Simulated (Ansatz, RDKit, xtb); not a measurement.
**C8H4S: which of the isomers drawn lies lowest?**

A sample of isomers of C8H4S is drawn. Aim: find which of them has the lowest free energy at 298.15 K, then its properties. The sample is small against all isomers, and the most stable one of this formula need not be in it.

Plan: many cheap relaxations first (GFN2-xTB), then density-functional screening, relaxation at PBE0-D3(BJ)/def2-SVP, vibrations (at GFN2-xTB) and a final energy. The numbers are computed, not measured.

## (1) Possible bonding patterns

Isomers were taken from a list of plausible structures; this is a sample, not all of them. That gives 7 candidates.

```tsv
label	SMILES	spin
c008	C#CC1=C(C#C)C(=S)C1	singlet
c100	C#CC#Cc1cccs1	singlet
c220	C#C/C=C/C(=C=S)C#C	singlet
c258	C#CC#CC(=S)C#CC	singlet
c557	C#Cc1ccsc1C#C	singlet
c683	C#Cc1ccc(C#C)s1	singlet
c743	C#C/C=C\C(=C=S)C#C	singlet
```

Candidates are built by distance geometry, with a force field where one applies, in up to four conformers (letters a to d).

**Question.** With final energies at CCSD(T)/def2-SVP + MP2/def2-TZVPP - MP2/def2-SVP, which structure will this search put lowest in free energy, and by what margin?

| quantity | value |
| --- | --- |
| lowest structure found | C#CC#Cc1cccs1, singlet |
| next finalist | C#Cc1ccsc1C#C, singlet, 3.2 kcal/mol higher in G |
| share at equilibrium, among the finalists | 99.4 % |

The search ends on `C#CC#Cc1cccs1`. Among the finalists first place is clear (3.2 kcal/mol); structures outside the list aren't covered. GFN2-xTB, HF/STO-3G, r2SCAN-D4/def2-SVP, PBE0-D3(BJ)/def2-SVP, HF/def2-SVP and MP2/def2-SVP already put its bonding pattern lowest among the structures in one piece. Lowest found is not proven lowest: the search is finite, and each finalist counts with one conformer. Only 7 drawn patterns were tried, so whole families of isomers are missing, and the result ranks this sample alone.
